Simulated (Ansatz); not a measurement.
**C₂H₆N₂OSi: one species, many methods**

Aim: compute C₂H₆N₂OSi with functionals from several rungs and with coupled cluster, and see how far each lands from CCSD(T) at the basis-set limit for the atomisation energy.

Method: functionals in def2-TZVPP, the program's frozen cores in correlated methods; program: Ansatz 0.2.0, Gaussian basis.

Plan: PBE-D4, r2SCAN-D4, PBE0-D4, B3LYP-D4, ωB97X-V, ωB97M-V, B2PLYP; CCSD(T)/def2-TZVPP; MP2/def2-QZVPP; extrapolation to the limit.

## (1) The relaxed structure

The geometry comes from an earlier relaxation with PBE0-D4 in a triple-zeta def2 set; it is a stationary point, not always the lowest conformer.

SMILES `NC1=C(O)[SiH2]N1`, 12 atoms, charge 0, spin multiplicity 1.

Atoms are counted from 1 here; the program's logs count them from 0.

Bond lengths: N1–C2 1.368 Å, N1–H7 1.009 Å, N1–H8 1.009 Å, C2–C3 1.358 Å, C2–N6 1.426 Å, C3–O4 1.371 Å, C3–Si5 1.830 Å, O4–H9 0.960 Å, Si5–N6 1.786 Å, Si5–H10 1.490 Å, Si5–H11 1.489 Å, N6–H12 1.016 Å. Angles: C2–N1–H7 114.3°, C2–N1–H8 114.5°, H7–N1–H8 113.8°, N1–C2–C3 131.6°, N1–C2–N6 120.1°, C3–C2–N6 108.3°, C2–C3–O4 125.3°, C2–C3–Si5 87.2°, O4–C3–Si5 147.5°, C3–O4–H9 109.0°, C3–Si5–N6 77.2°, C3–Si5–H10 120.9°, C3–Si5–H11 120.4°, N6–Si5–H10 112.6°, N6–Si5–H11 115.2°, H10–Si5–H11 107.5°, C2–N6–Si5 86.9°, C2–N6–H12 113.1° and more.

Geometry (Å):

```xyz
12
charge 0, multiplicity 1
N    -1.4928   -1.2628    0.2715
C    -0.5035   -0.3635   -0.0163
C     0.5335    0.1043    0.7251
O     0.7442   -0.1656    2.0527
Si    1.1220    0.9421   -0.7912
N    -0.4301    0.2279   -1.3114
H    -1.5709   -1.4942    1.2500
H    -2.3776   -1.0675   -0.1718
H     1.0033    0.6440    2.4988
H     2.2835    0.4092   -1.5578
H     1.1874    2.4279   -0.8539
H    -0.4221   -0.4570   -2.0616
```

## (2) PBE-D4 (GGA)

in.yaml

```yaml
crystal:
  periodic: [false, false, false]
  atoms:
    - {symbol: N, position_ang: [-1.492776, -1.262804, 0.271472]}
    - {symbol: C, position_ang: [-0.503459, -0.363548, -0.016335]}
    - {symbol: C, position_ang: [0.533470, 0.104288, 0.725081]}
    - {symbol: O, position_ang: [0.744178, -0.165600, 2.052691]}
    - {symbol: Si, position_ang: [1.122042, 0.942086, -0.791189]}
    - {symbol: N, position_ang: [-0.430077, 0.227862, -1.311358]}
    - {symbol: H, position_ang: [-1.570898, -1.494166, 1.250046]}
    - {symbol: H, position_ang: [-2.377589, -1.067466, -0.171815]}
    - {symbol: H, position_ang: [1.003319, 0.644015, 2.498773]}
    - {symbol: H, position_ang: [2.283503, 0.409216, -1.557809]}
    - {symbol: H, position_ang: [1.187353, 2.427903, -0.853932]}
    - {symbol: H, position_ang: [-0.422064, -0.456987, -2.061623]}
basis:
  gaussian: {orbitals: def2-TZVPP}
hamiltonian: {xc: pbe, dispersion: d4}
output: {forces: true, orbitals: {seedname: orbitals}}
```

Run with:

```
ansatz run in.yaml --threads 4 --pin off --events-out ev --progress --plain --max-ram 10444MiB
```

After this run come: r2SCAN-D4 (meta-GGA); PBE0-D4 (hybrid); B3LYP-D4 (hybrid); ωB97X-V (range-separated); ωB97M-V (range-separated); B2PLYP (double hybrid); CCSD(T) in def2-TZVPP; MP2 in def2-QZVPP.

**Question.** What will the summary of the whole plan be? Wanted: atomisation energy, CCSD(T)/CBS; farthest; mean size of error, hybrid; mean size of error, range-separated; gap, smallest and largest; T1 diagnostic; triples share of the correlation energy.

The runs gave:

```
                               quantity                                value
        atomisation energy, CCSD(T)/CBS                            47.270 eV
    functionals within 0.236 eV (0.5 %)                  r2SCAN-D4, B3LYP-D4
                               farthest                   PBE-D4 (+1.781 eV)
             mean size of error, hybrid                             0.283 eV
    mean size of error, range-separated                             0.349 eV
              gap, smallest and largest  3.50 eV (PBE-D4), 9.64 eV (ωB97X-V)
                          T1 diagnostic                               0.0132
triples share of the correlation energy                                4.2 %
```

What this shows: PBE-D4 misses by +1.781 eV. Double hybrids carry the basis error of their MP2 part in triple zeta, and no dispersion term here, so their miss is partly the set-up's. Misses under about 0.236 eV are within the doubt on the reference itself, which lacks core-valence correlation, relativity and higher excitations. Hartree-Fock recovers 66 % of the binding; the rest is correlation. The gap grows from 3.5 to 9.6 eV across the functionals, mostly with the share of exact exchange.
